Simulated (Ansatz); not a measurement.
# TaSiSe4: the cost of one run

Program: Ansatz 0.2.0. Level of theory: DFT PBE, scalar-relativistic, plane waves, PAW. These are calculated values, not measurements.

3 further runs of the same task are left out: 1 that didn't finish, 2 set aside as unsound or not needed.

## Step 1: Starting point

It takes space group Cmmm (No. 65, orthorhombic). Conventional cell: a = 8.484 Å, b = 8.760 Å, c = 3.704 Å, α = 90.00°, β = 90.00°, γ = 90.00°. Ta (site symmetry mmm) has 6 Se at 2.57 to 2.60 Å as nearest neighbours. Si (site symmetry mmm) has 6 Se at 2.47 to 2.60 Å as nearest neighbours. Se (site symmetry 2mm) has 2 Si at 2.47 Å and 1 Ta at 2.60 Å as nearest neighbours. Se (site symmetry m2m) has 2 Ta at 2.57 Å and 1 Si at 2.60 Å as nearest neighbours.

Coordinates:

```cif
data_structure
_symmetry_space_group_name_H-M 'Cmmm'
_symmetry_Int_Tables_number 65
_cell_length_a 8.4844
_cell_length_b 8.7600
_cell_length_c 3.7039
_cell_angle_alpha 90.000
_cell_angle_beta 90.000
_cell_angle_gamma 90.000
_cell_volume 275.28
loop_
_atom_site_label
_atom_site_type_symbol
_atom_site_symmetry_multiplicity
_atom_site_Wyckoff_symbol
_atom_site_fract_x
_atom_site_fract_y
_atom_site_fract_z
_atom_site_occupancy
Ta1 Ta 2 a 0.00000 0.00000 0.00000 1
Si1 Si 2 c 0.50000 0.00000 0.50000 1
Se1 Se 4 g 0.69316 0.00000 0.00000 1
Se2 Se 4 j 0.50000 0.29628 0.50000 1
```

The cell was relaxed beforehand at this level, from a generated guess; it needn't be the stable form of this composition. At a tolerance of 0.05 Å it has space group Cmmm (No. 65); it has 22.94 Å³/atom, an uncorrected energy of -0.33 eV/atom over the elements.

## Step 2: Static run: bands, density of states and charges

The input, input.yaml:

```yaml
crystal:
  lattice:
    - [4.2421919996, -4.3799827909, 0.0]
    - [4.2421919996, 4.3799827909, 0.0]
    - [0.0, 0.0, 3.7039001237]
  atoms:
    - { symbol: Ta, position: [0.0, 0.0, 0.0] }
    - { symbol: Si, position: [0.5, 0.5, 0.5] }
    - { symbol: Se, position: [0.6931649142, 0.6931649142, 0.0] }
    - { symbol: Se, position: [0.3068350858, 0.3068350858, 0.0] }
    - { symbol: Se, position: [0.2037184815, 0.7962815185, 0.5] }
    - { symbol: Se, position: [0.7962815185, 0.2037184815, 0.5] }
basis:
  ecutwfc: 420
kpoints:
  mp_grid: { grid: [6, 6, 10] }
  band_path:
    path:
      - [[0.0, 0.0, 0.0], [-0.5, 0.5, 0.0], [-0.48451782, 0.51548218, 0.0]]
      - [[0.48451782, 0.48451782, 0.0], [0.0, 0.0, 0.0], [0.0, 0.0, 0.5], [0.48451782, 0.48451782, 0.5]]
      - [[-0.48451782, 0.51548218, 0.5], [-0.5, 0.5, 0.5], [-0.5, 0.5, 0.0]]
      - [[0.0, 0.0, 0.0], [0.0, 0.5, 0.0], [0.0, 0.5, 0.5], [0.0, 0.0, 0.5], [-0.5, 0.5, 0.5]]
    npoints: 14
hamiltonian:
  xc: pbe
scf:
  occupations: { method: gaussian, width: 0.1 }
  n_extra_bands: 15
output:
  forces: true
  stress: true
  eigenvalues: true
  populations: true
  dos: { projected: true, de: 0.02, nscf_kmesh: { grid: [8, 8, 12] } }
  bader: true
```

On the command line:

```sh
$ ansatz run input.yaml --threads 1 --pin off --max-ram 2560MiB --backend cpu --events-out ev --progress --plain --runs-dir out
```

**Question.** How long does this run take on 1 thread of Intel Xeon at 2.70GHz, shared host, and how much memory does it need?

About 3.9 min, with a peak of 0.97 GiB.
